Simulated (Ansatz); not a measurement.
# Pb2Au (Anyuiite): the cost of one run

Computed with Ansatz 0.2.0 (DFT PBEsol, scalar-relativistic, plane waves, PAW).

### Step 1. The structure to begin with

It takes space group I4/mcm (No. 140, tetragonal). The conventional cell has a = 7.480 Å, b = 7.480 Å, c = 5.788 Å, α = 90.00°, β = 90.00°, γ = 90.00°. Around Pb (site symmetry m2m) lie 4 Au at 3.16 Å and 3 Pb at 3.37 to 3.47 Å. Around Au (site symmetry 422) lie 2 Au at 2.89 Å and 8 Pb at 3.16 Å.

Structure file:

```
Pb Au
1.0
    -3.73980    3.73980    2.89390
     3.73980   -3.73980    2.89390
     3.73980    3.73980   -2.89390
Pb Au
4 2
Direct
  0.65920 0.15920 0.81841
  0.15920 0.34080 0.50000
  0.34080 0.84080 0.18159
  0.84080 0.65920 0.50000
  0.25000 0.25000 0.00000
  0.75000 0.75000 0.00000
```

This cell was relaxed beforehand with the same method: volume 26.98 Å³/atom, gap on the mesh none (metal).

### Step 2. The cell under PBEsol

input.yaml

```yaml
crystal:
  lattice:
    - [-3.7397973936, 3.7397973936, 2.893896385]
    - [3.7397973936, -3.7397973936, 2.893896385]
    - [3.7397973936, 3.7397973936, -2.893896385]
  atoms:
    - { symbol: Pb, position: [0.6592034285, 0.1592034285, 0.818406857] }
    - { symbol: Pb, position: [0.1592034285, 0.3407965715, 0.5] }
    - { symbol: Pb, position: [0.3407965715, 0.8407965715, 0.181593143] }
    - { symbol: Pb, position: [0.8407965715, 0.6592034285, 0.5] }
    - { symbol: Au, position: [0.25, 0.25, 0.0] }
    - { symbol: Au, position: [0.75, 0.75, 0.0] }
basis:
  ecutwfc: 420
kpoints:
  mp_grid: { grid: [8, 8, 8] }
hamiltonian:
  xc: pbesol
scf:
  occupations: { method: gaussian, width: 0.1 }
output:
  forces: true
  stress: true
  eigenvalues: true
relax:
  adjacent_minimum: "off"
  f_tol: 0.005
  max_steps: 50
  cell: { stress_tol: 0.05 }
```

On the command line:

```console
$ ansatz run input.yaml --threads 2 --pin off --max-ram 5120MiB --backend cpu --events-out ev --progress --plain --runs-dir out
```

What time and memory should one allow on 2 threads of AMD EPYC 9B45 (Zen 5), shared host?

About 23 s, with a peak of 0.81 GiB.
